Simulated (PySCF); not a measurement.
# C3H7BO2: the cost of one run

The runs use PySCF 2.14.0, with density-fitted response routines of our own; the level of theory stands in each step. All values are computed, except where a source is named. Atoms are numbered from 0 throughout.

## (1) The molecule as given

13 atoms, charge 0, multiplicity 1; geometry from: GFN2-xTB. The atoms were then displaced at random by about 0.01 Å, so the start is not that level's minimum.

Bonds of the start (Å): C0–C1 1.35, C1–C2 1.50, C2–B3 1.56, B3–O4 1.37, B3–O5 1.36, C0–H6 1.05, C0–H7 1.09, C1–H8 1.09, C2–H9 1.10, C2–H10 1.10, O4–H11 0.94, O5–H12 0.98.

## (2) Relaxing the molecule at PBE0-D3(BJ)/def2-SVP

Job settings and geometry (Å):

```
{"job": {"xc": "PBE0", "basis": "def2-SVP", "d3": "d3bj", "grid": 1, "shake": 0.01, "kind": "geom"}, "charge": 0, "multiplicity": 1}
C      2.276520     0.016010    -0.162570
C      1.115320     0.631940     0.147400
C     -0.025470    -0.019410     0.879150
B     -1.238230    -0.198480    -0.080970
O     -1.979660     0.892810    -0.443130
O     -1.571590    -1.445010    -0.508030
H      2.462890    -0.983520     0.108960
H      3.051080     0.554200    -0.714930
H      0.937740     1.667130    -0.125170
H     -0.283950     0.616030     1.740900
H      0.311940    -0.985050     1.281380
H     -2.712790     0.779290    -1.020220
H     -2.337980    -1.542830    -1.113100
```

Started as:

```
$ OMP_NUM_THREADS=1 python probes_run.py task.json out
```

The driver reads the jobs from task.json and runs them one after another.

Q: Estimate the wall time and peak memory of this first job on 1 thread of Arm Neoverse V2, shared host.

About 36 s, with a peak of 0.51 GiB.
